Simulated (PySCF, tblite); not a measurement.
# C₃H₁₀O₂SSi₂: geometry, infrared bands and NMR shifts

What infrared bands and NMR shifts should C₃H₁₀O₂SSi₂ (`CC(=S)O[SiH2]OC[SiH3]`) show?

The runs use tblite 0.8.0 and PySCF 2.14.0, with density-fitted response routines of our own; the level of theory stands in each step. All values are computed, except where a source is named. Atoms are numbered from 0 throughout.

## 1. The starting structure

18 atoms, charge 0, multiplicity 1; geometry from: force field or distance geometry start.

Bonds of the start (Å): C0–C1 1.49, C1–S2 1.60, C1–O3 1.41, O3–Si4 1.72, Si4–O5 1.71, O5–C6 1.41, C6–Si7 1.85, C0–H8 1.09, C0–H9 1.11, C0–H10 1.12, Si4–H11 1.47, Si4–H12 1.49, C6–H13 1.11, C6–H14 1.11, Si7–H15 1.48, Si7–H16 1.49, Si7–H17 1.47.

## 2. Geometry optimisation with GFN2-xTB

The job: settings as JSON, then the geometry in Å.

```
{"job": {"kind": "relax", "xc": "GFN2-xTB", "basis": "xTB"}, "charge": 0, "multiplicity": 1}
C     -3.105300     0.799300     0.700600
C     -2.996000    -0.678000     0.529400
S     -4.276700    -1.642400     0.589200
O     -1.736100    -1.278200     0.331900
Si    -0.460500    -0.462800    -0.490600
O      0.997400    -0.389100     0.401100
C      1.994600    -0.072700    -0.539900
Si     3.697400     0.071600     0.171500
H     -2.993200     1.268300    -0.279500
H     -2.288100     1.093700     1.399500
H     -4.105700     1.041700     1.140300
H     -0.164400    -1.112400    -1.780900
H     -0.838100     0.943700    -0.799900
H      1.989400    -0.852800    -1.328900
H      1.676900     0.901400    -0.975400
H      3.807600     1.119800     1.205300
H      4.599500     0.486200    -0.936900
H      4.192700    -1.230800     0.651600
```

Run with:

```console
$ OMP_NUM_THREADS=1 python probes_run.py task.json out
```

One launch serves the whole session: the jobs run in the order shown.

**Question.** This job is followed by: GFN2-xTB harmonic vibrations, gas phase; GIAO PBE0/pcSseg-1 NMR shielding, non-relativistic, gas phase. Predict these results of the whole session: strongest single infrared mode (GFN2-xTB); zero-point energy (GFN2-xTB); 13C shifts against TMS (PBE0/pcSseg-1); 1H shifts against TMS (PBE0/pcSseg-1, means over atoms taken as alike); 33S shifts against CS2 (PBE0/pcSseg-1); 17O shifts against H2O (PBE0/pcSseg-1); 29Si shifts against TMS (PBE0/pcSseg-1).

**Answer**, as computed:

| quantity | value |
| --- | --- |
| strongest single infrared mode (GFN2-xTB) | 1333 cm⁻¹, 614 km/mol |
| zero-point energy (GFN2-xTB) | 75.6 kcal/mol |
| 13C shifts against TMS (PBE0/pcSseg-1) | 233.1, 49.7, 37.4 ppm |
| 1H shifts against TMS (PBE0/pcSseg-1, means over atoms taken as alike) | 5.21, 3.94, 3.94, 2.74 ppm |
| 33S shifts against CS2 (PBE0/pcSseg-1) | 479 ppm |
| 17O shifts against H2O (PBE0/pcSseg-1) | 283.1, -4.2 ppm |
| 29Si shifts against TMS (PBE0/pcSseg-1) | -38.2, -73.7 ppm |

In words: The optimisation took 150 steps and gained 1.213 eV; among the close pairs (by a distance rule), Si4–O5 changed most, from 1.711 to 1.604 Å. The lowest mode is imaginary (22i cm⁻¹), so the xTB geometry is not a minimum. The strongest single mode, at 1333 cm⁻¹, moves mainly C1. GFN2-xTB is a fitted tight-binding method: band positions and strengths are rough. Its intensities can rank the bands wrongly. C1 (thiocarbonyl carbon) lies farthest downfield among carbon, at 233.1 ppm; the small n→π* gap of C=S deshields it strongly. At PBE0/pcSseg-1: Shielding is most anisotropic at S2 (span 839 ppm, paramagnetic term -1033 ppm).
